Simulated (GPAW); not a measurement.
BiTe, 2 atoms in the cell. Symmetry: R-3m, No. 166, trigonal system. Conventional cell: a = 4.845 Å, b = 4.845 Å, c = 9.952 Å, α = 90.00°, β = 90.00°, γ = 120.00°. Around Bi (site symmetry -3m) lie 6 Te at 3.25 Å. Around Te (site symmetry -3m) lie 6 Bi at 3.25 Å. The cell comes from a database or a generator and needn't be the stable form of this composition.

* Program: GPAW 26.7.0
* Task: single point
* Functional: r2SCAN
* Potentials or basis: GPAW PAW data sets (gpaw-data 1.2.1)
* Cutoff: 500 eV
* Basis: pw
* k mesh: 6 × 6 × 6
* Occupations: fermi-dirac, width 0.05 eV
* Spin: no spin polarisation
* Maxiter: 120
* Convergence: default

Potentials or basis: GPAW PAW data sets (gpaw-data 1.2.1), pw.

Launch:

```console
$ OMP_NUM_THREADS=1 python run.py
```

Hardware: 1 thread of Arm Neoverse V1, with other jobs on the host.

Question: How long does it take, and how much memory?

Answer: Wall time 75 s on 1 thread of Arm Neoverse V1, with other jobs on the host, peak memory 0.32 GiB. Counts: scf iterations 10, plane waves 1737, bands 20, k points 32.
